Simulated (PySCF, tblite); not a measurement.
# C₇H₄ClO radical: geometry, infrared bands and EPR parameters

Wanted: the infrared bands and EPR parameters of C₇H₄ClO radical (`O=[C]c1ccccc1Cl`), by calculation.

The runs use tblite 0.8.0 and PySCF 2.14.0, with density-fitted response routines of our own; the level of theory stands in each step. All values are computed, except where a source is named. Atoms count from 0, in the outputs and in this text.

### 1 The molecule as given

13 atoms, charge 0, multiplicity 2; geometry from: force field or distance geometry start.

Bonds of the start (Å): O0–C1 1.29, C1–C2 1.47, C2–C3 1.39, C3–C4 1.39, C4–C5 1.38, C5–C6 1.38, C6–C7 1.38, C7–Cl8 1.78, C7–C2 1.36, C3–H9 1.07, C4–H10 1.09, C5–H11 1.08, C6–H12 1.09.

### 2 Relaxing the molecule with GFN2-xTB

What the job is given:

```
{"job": {"kind": "relax", "xc": "GFN2-xTB", "basis": "xTB"}, "charge": 0, "multiplicity": 2}
O      2.914600     1.138400     0.841200
C      2.326200     0.926100    -0.282500
C      0.948900     0.426700    -0.160600
C     -0.130900     1.305000    -0.082700
C     -1.406800     0.775300     0.032600
C     -1.602100    -0.590400     0.031100
C     -0.519700    -1.444900    -0.060300
C      0.754000    -0.915000    -0.151000
Cl     2.182300    -1.961700    -0.273500
H      0.076200     2.358600    -0.081400
H     -2.224900     1.490300     0.092400
H     -2.601000    -0.993000     0.113300
H     -0.721200    -2.514900    -0.036200
```

The run is started by

```console
OMP_NUM_THREADS=1 python probes_run.py task.json out
```

This one command runs all jobs of the session in turn.

**Question.** This job is followed by: GFN2-xTB harmonic vibrations, gas phase; UKS B3LYP, pcH-1 on C Cl H O, non-relativistic, mean-field spin-orbit, GIAO. Predict these results of the whole session: strongest single infrared mode (GFN2-xTB); zero-point energy (GFN2-xTB); g(iso) (B3LYP); ⟨S²⟩; largest a(iso); potential on the surface of density 0.002 e/bohr³, 1st and 99th percentile.

As calculated:

| quantity | value |
| --- | --- |
| strongest single infrared mode (GFN2-xTB) | 2199 cm⁻¹, 1155 km/mol |
| zero-point energy (GFN2-xTB) | 53.1 kcal/mol |
| g(iso) (B3LYP) | 2.00124 |
| ⟨S²⟩ | 0.777 (exact 0.75) |
| largest a(iso) | 13C on C5, 33.1 MHz |
| potential on the surface of density 0.002 e/bohr³, 1st and 99th percentile | -0.69 V and 1.38 V |

In words: The optimisation took 55 steps and gained 1.327 eV; among the close pairs (by a distance rule), C1–C2 changed most, from 1.470 to 1.335 Å. All 33 modes are real, so the xTB geometry is a minimum. The strongest single mode, at 2199 cm⁻¹, moves mainly C1. GFN2-xTB is a fitted tight-binding method: band positions and strengths are rough. Its intensities can rank the bands wrongly. The largest spin populations lie on C5 (0.38 e), C1 (0.30 e), C3 (0.29 e), C7 (0.28 e). The isotropic g lies 1.1 ppt below the free-electron value. The conformer search found further structures of the same energy, which may be mirror or relabelled copies of this one.
